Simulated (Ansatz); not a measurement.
# Ti6Al6H: the cost of one run

Program: Ansatz 0.2.0. Level of theory: DFT PBE, scalar-relativistic, plane waves, PAW. These are calculated values, not measurements.

5 further runs of the same task are left out: 5 set aside as unsound or not needed. Runs told in other sessions of the task aren't counted.

### 1 The structure to begin with

It takes space group Pm (No. 6, monoclinic). Conventional cell: a = 4.958 Å, b = 5.644 Å, c = 20.187 Å, α = 90.00°, β = 90.00°, γ = 90.00°. Ti (site symmetry m) has 3 Ti at 2.78 to 2.82 Å and 6 Al at 2.84 to 2.85 Å in its first shell of neighbours. Al (site symmetry 1) has 3 Al at 2.77 to 2.82 Å and 6 Ti at 2.85 to 2.86 Å in its first shell of neighbours. Ti (site symmetry m) is surrounded by 4 Ti at 2.74 to 2.82 Å and 8 Al at 2.84 to 2.91 Å. Al (site symmetry 1) is surrounded by 4 Al at 2.77 to 2.87 Å and 8 Ti at 2.80 to 2.86 Å. Around Ti (site symmetry m) lie 3 Ti at 2.74 to 2.82 Å and 6 Al at 2.80 to 2.87 Å. Ti (site symmetry m) has 2 H at 2.63 to 2.66 Å and 3 Ti at 2.74 to 2.82 Å and 6 Al at 2.80 to 2.87 Å in its first shell of neighbours. Only part of the 10 independent sites is listed.

Structure file:

```xyz
13
Lattice="5.6437 0.0000 0.0000 0.0000 4.9580 0.0000 0.0000 0.0000 20.1872" Properties=species:S:1:pos:R:3 pbc="T T T"
Ti    0.0000    1.6061    4.0000
Ti    2.8219    1.6061    4.0000
Al    1.4109    4.0851    4.0000
Al    4.2328    4.0851    4.0000
Ti    0.0000    3.1615    6.3056
Ti    2.8219    3.1615    6.3056
Al    1.4109    0.6950    6.2848
Al    4.2328    0.6950    6.2848
Ti    0.0000    4.7572    8.5305
Ti    2.8219    4.7572    8.5305
Al    1.4109    2.2635    8.6872
Al    4.2328    2.2635    8.6872
H     2.8219    2.2635    9.4468
```

This is the geometry of the first run shown, built on a cell relaxed beforehand with the same method.

### 2 Plan of the line

Atoms count from 1 in the order of the input.

H is moved over the surface cell; relaxed at each place: the height of the adsorbate's atoms; substrate rigid; the origin of the map has the adsorbate above Al11.

- position of H13 along the first surface vector, from above Al11: 6 values from 0.000 to 0.833, periodic
- position of H13 along the second surface vector, from above Al11: 6 values from 0.000 to 0.833, periodic

Relaxed at each point: the height of the adsorbate's atoms; substrate rigid. Points are written as (first, second).

The two vectors of the plane (Å): (2.822, 0.000, 0.000); (0.000, 4.958, 0.000).

### 3 Point (3/6, 0/6) of the map's two axes

The input, input.yaml:

```yaml
crystal:
  lattice:
    - [5.6437148484, 0.0, 0.0]
    - [0.0, 4.9580382204, 0.0]
    - [0.0, 0.0, 20.1871504474]
  atoms:
    - { symbol: Ti, position: [0.0, 0.32392942, 0.1981458458] }
    - { symbol: Ti, position: [0.5, 0.32392942, 0.1981458458] }
    - { symbol: Al, position: [0.25, 0.82392942, 0.1981458458] }
    - { symbol: Al, position: [0.75, 0.82392942, 0.1981458458] }
    - { symbol: Ti, position: [0.0, 0.6376472306, 0.3123548628] }
    - { symbol: Ti, position: [0.5, 0.6376472306, 0.3123548628] }
    - { symbol: Al, position: [0.25, 0.140167878, 0.3113266804] }
    - { symbol: Al, position: [0.75, 0.140167878, 0.3113266804] }
    - { symbol: Ti, position: [0.0, 0.9594831303, 0.4225709853] }
    - { symbol: Ti, position: [0.5, 0.9594831303, 0.4225709853] }
    - { symbol: Al, position: [0.25, 0.4565330473, 0.4303306933] }
    - { symbol: Al, position: [0.75, 0.4565330473, 0.4303306933] }
    - { symbol: H, position: [0.5, 0.4565330473, 0.4679625725] }
basis:
  ecutwfc: 420
kpoints:
  mp_grid: { grid: [5, 6, 1] }
hamiltonian:
  xc: pbe
  pseudopotentials: { kind: paw, azcp: { folder: soft_1 } }
scf:
  occupations: { method: gaussian, width: 0.1 }
output:
  forces: true
  eigenvalues: true
relax:
  adjacent_minimum: "off"
  f_tol: 0.025
  max_steps: 16
  constraints:
    - { sites: [0, 1, 2, 3, 4, 5, 6, 7, 8, 9, 10, 11] }
    - { sites: [12], fix: xy }
efield:
  axis: 3
  dipole_correction: true
  ramp_width: 0.04
```

The run is started by

```sh
> ansatz run input.yaml --threads 4 --pin off --max-ram 12288MiB --backend cpu --events-out ev --progress --plain --runs-dir out
```

**Question.** How long does this run take on 4 threads of Intel Xeon 6975P-C (Granite Rapids), shared host, and how much memory does it need?

About 22 s, with a peak of 1.2 GiB.
